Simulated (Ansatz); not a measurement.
# GaSi3H9: one species, many methods

The task here is to estimate one member of a computed series from the others.

Computed with Ansatz 0.2.0, Gaussian basis. Level: functionals in def2-TZVPP, the program's frozen cores in correlated methods.

Plan: LDA (SPW92), PBE-D4, revPBE-D4, BLYP-D4, r2SCAN-D4, B97M-V, PBE0-D4, B3LYP-D4, r2SCANh-D4, r2SCAN0-D4, HSE06-D4, BHLYP-D4, CAM-B3LYP-D4, LC-ωPBE, ωB97X-V, ωB97M-V, B2PLYP, PBE-QIDH; CCSD(T)/def2-SVP; CCSD(T)/def2-TZVPP; MP2/def2-QZVPP; extrapolation to the limit; RPA on PBE.

### The relaxed structure

All runs share one geometry, relaxed beforehand with PBE0-D4 in a triple-zeta def2 set.

SMILES `[SiH3][Ga]([SiH3])[SiH3]`, 13 atoms, charge 0, spin multiplicity 1.

Atoms are counted from 1 here; the program's logs count them from 0.

Bond lengths: Si1–Ga2 2.419 Å, Si1–H5 1.489 Å, Si1–H6 1.493 Å, Si1–H7 1.489 Å, Ga2–Si3 2.419 Å, Ga2–Si4 2.419 Å, Si3–H8 1.489 Å, Si3–H9 1.489 Å, Si3–H10 1.493 Å, Si4–H11 1.489 Å, Si4–H12 1.493 Å, Si4–H13 1.489 Å. Angles: Ga2–Si1–H5 112.7°, Ga2–Si1–H6 107.9°, Ga2–Si1–H7 112.7°, H5–Si1–H6 107.6°, H5–Si1–H7 108.2°, H6–Si1–H7 107.6°, Si1–Ga2–Si3 119.9°, Si1–Ga2–Si4 119.9°, Si3–Ga2–Si4 119.9°, Ga2–Si3–H8 112.7°, Ga2–Si3–H9 112.7°, Ga2–Si3–H10 107.9°, H8–Si3–H9 108.2°, H8–Si3–H10 107.6°, H9–Si3–H10 107.6°, Ga2–Si4–H11 112.7°, Ga2–Si4–H12 107.9°, Ga2–Si4–H13 112.7° and more.

Coordinates:

```xyz
13

Si   -0.4194    2.1932   -0.9223
Ga    0.0527   -0.0241   -0.0770
Si    1.9636   -0.3854    1.3625
Si   -1.4928   -1.8351   -0.5079
H    -1.1833    2.1703   -2.2006
H    -1.2565    2.9025    0.0900
H     0.8134    3.0022   -1.1321
H     2.4805   -1.7804    1.2903
H     3.0899    0.5432    1.0672
H     1.5324   -0.1373    2.7700
H    -0.8326   -3.1701   -0.4921
H    -2.5217   -1.8288    0.5737
H    -2.2057   -1.6848   -1.8069
```

Set-up of the first run:

The input, in.yaml:

```yaml
crystal:
  periodic: [false, false, false]
  atoms:
    - {symbol: Si, position_ang: [-0.419414, 2.193174, -0.922266]}
    - {symbol: Ga, position_ang: [0.052729, -0.024140, -0.077000]}
    - {symbol: Si, position_ang: [1.963557, -0.385429, 1.362483]}
    - {symbol: Si, position_ang: [-1.492794, -1.835103, -0.507896]}
    - {symbol: H, position_ang: [-1.183278, 2.170263, -2.200640]}
    - {symbol: H, position_ang: [-1.256530, 2.902516, 0.089963]}
    - {symbol: H, position_ang: [0.813406, 3.002156, -1.132130]}
    - {symbol: H, position_ang: [2.480460, -1.780393, 1.290326]}
    - {symbol: H, position_ang: [3.089926, 0.543182, 1.067226]}
    - {symbol: H, position_ang: [1.532424, -0.137318, 2.769986]}
    - {symbol: H, position_ang: [-0.832616, -3.170090, -0.492070]}
    - {symbol: H, position_ang: [-2.521657, -1.828770, 0.573719]}
    - {symbol: H, position_ang: [-2.205716, -1.684848, -1.806901]}
basis:
  gaussian: {orbitals: def2-TZVPP}
hamiltonian: {xc: lda}
output: {orbitals: {seedname: orbitals}}
```

The run is started by

```sh
ansatz run in.yaml --threads 4 --pin off --events-out ev --progress --plain --max-ram 10444MiB
```

Steps of the session up to this table: LDA; PBE-D4 (GGA); revPBE-D4 (GGA); BLYP-D4 (GGA); r2SCAN-D4 (meta-GGA); B97M-V (meta-GGA); PBE0-D4 (hybrid); B3LYP-D4 (hybrid); r2SCANh-D4 (hybrid); r2SCAN0-D4 (hybrid); HSE06-D4 (hybrid); BHLYP-D4 (hybrid); CAM-B3LYP-D4 (range-separated); LC-ωPBE (range-separated); ωB97X-V (range-separated); ωB97M-V (range-separated); B2PLYP (double hybrid); PBE-QIDH (double hybrid).

One of the session's tables, all rows but one given; the rest of the session is left out.

It belongs to the step «Frontier levels by functional». 

```
  functional  HOMO (eV)  LUMO (eV)  gap (eV)
 LDA (SPW92)      -6.39      -3.58      2.80
      PBE-D4      -6.29      -3.38      2.91
   revPBE-D4      -6.25      -3.28      2.97
     BLYP-D4      -6.12      -3.27      2.85
   r2SCAN-D4      -6.52      -3.26      3.26
      B97M-V      -6.65      -3.44      3.20
     PBE0-D4      -7.28      -2.63      4.65
    B3LYP-D4      -7.08      -2.84      4.24
  r2SCANh-D4      -6.88      -2.99      3.89
  r2SCAN0-D4          ?          ?         ?
    HSE06-D4      -6.90      -3.00      3.90
    BHLYP-D4      -8.14      -1.83      6.31
CAM-B3LYP-D4      -8.45      -1.66      6.79
     LC-ωPBE      -9.73      -0.56      9.16
     ωB97X-V      -9.41      -0.70      8.71
     ωB97M-V      -9.21      -0.90      8.31
```

**Question.** Estimate the row for r2SCAN0-D4.

Worked estimate for «HOMO (eV)». Against the share of exact exchange, r2SCAN-D4 (0, -6.52), r2SCANh-D4 (0.1, -6.88) give a slope of -3.60 per unit share; at 0.25 the line stands at -7.42.

As computed: HOMO (eV): -7.42; LUMO (eV): -2.58; gap (eV): 4.84. In «HOMO (eV)» the line misses by 0.00.
